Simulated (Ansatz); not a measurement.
# CH6BSb, SMILES C[BH][SbH2]: a rigid scan of one bond length

Computed with the Python package of Ansatz (0.2.0).

Notebook, run cell by cell (the value of a cell's last expression is shown):

**Cell 1**
```python
import warnings

import ansatz as az
import matplotlib.pyplot as plt
import numpy as np

warnings.simplefilter('ignore', az.DeckWarning)
```

**Cell 2**
```python
geometry_ang = [
    ('C', [-0.6891, 0.7138, -0.5468]),
    ('B', [0.6719, 0.0381, -0.6002]),
    ('Sb', [1.367, -1.1001, 1.1657]),
    ('H', [-1.4553, 0.0149, -0.3767]),
    ('H', [-0.9266, 1.256, -1.5458]),
    ('H', [-0.7466, 1.5271, 0.2551]),
    ('H', [1.3688, 0.0979, -1.5693]),
    ('H', [0.2283, -2.3371, 0.9163]),
    ('H', [0.2701, -0.2569, 2.2845]),
]
geometry = az.Crystal.molecule()
for symbol, xyz in geometry_ang:
    geometry = geometry.atom(symbol, xyz)
```

**Cell 3**
```python
symbols = [site.symbol for site in geometry.cartesian_sites]
start = np.array([site.position_ang for site in geometry.cartesian_sites])
axis = (start[8] - start[2]) / np.linalg.norm(start[8] - start[2])
moving = [8]
lengths, energies = [1.566, 1.637, 1.708, 1.779, 1.85, 1.922, 1.993, 2.1], []
for length in lengths:
    xyz = start.copy()
    xyz[moving] += (length - np.linalg.norm(start[8] - start[2])) * axis
    point = az.Crystal.molecule()
    for symbol, xyz in zip(symbols, xyz):
        point = point.atom(symbol, xyz.tolist())
    model = (
        point.calculation()
        .basis(gaussian='def2-SVP')
        .functional('CAM-B3LYP')
        .scf(lower_state_search='off')
    )
    r = model.run(threads=1).report
    energies.append(r['free_energy_ev'])
    print(f'r = {length:6.3f} A  E = {energies[-1]:.5f} eV  <S^2> = {abs(r["mean_field"]["state"]["spin_squared"]):.3f}')
```
Output:
```text
r =  1.566 A  E = -8344.27598 eV  <S^2> = 0.000
r =  1.637 A  E = -8344.42212 eV  <S^2> = 0.000
r =  1.708 A  E = -8344.47027 eV  <S^2> = 0.000
r =  1.779 A  E = -8344.44483 eV  <S^2> = 0.000
r =  1.850 A  E = -8344.36470 eV  <S^2> = 0.000
r =  1.922 A  E = -8344.24261 eV  <S^2> = 0.000
r =  1.993 A  E = -8344.09336 eV  <S^2> = 0.000
r =  2.100 A  E = -8343.83301 eV  <S^2> = 0.000
```

**Cell 4**
```python
# quartic fit about the minimum
fit = np.polynomial.Polynomial.fit(lengths, np.array(energies) - min(energies), 4).convert()
roots = [r.real for r in fit.deriv().roots() if abs(r.imag) < 1e-9 and fit.deriv(2)(r.real) > 0]
r_e = min(roots, key=lambda r: abs(r - lengths[int(np.argmin(energies))]))
print(f'minimum of the fit at {r_e:.4f} A, force constant {fit.deriv(2)(r_e):.2f} eV/A^2')
plt.figure(figsize=(4.5, 3))
plt.plot(lengths, np.array(energies) - min(energies), 'o-')
plt.xlabel('bond length (A)')
plt.ylabel('E - E(min) (eV)')
plt.tight_layout()
plt.savefig('scan.png', dpi=100)
```
Output:
```text
minimum of the fit at 1.7160 A, force constant 14.19 eV/A^2
```

Caveats:
- The settings weren't tested for convergence.
- The rest of the molecule is held rigid at a force-field or estimated start geometry, and the basis set is modest; single-reference methods fail as a bond breaks.
- def2 sets replace the cores of elements past krypton by effective core potentials.
- The orbitals are restricted, so S² is zero by construction.
- Run time: 17 s on 1 thread of Intel(R) Xeon(R) Platinum 8375C CPU @ 2.90GHz (Ice Lake) (shared host), peak memory 0.27 GiB.

(Lines on the test bed's own set-up are left out of the output.)
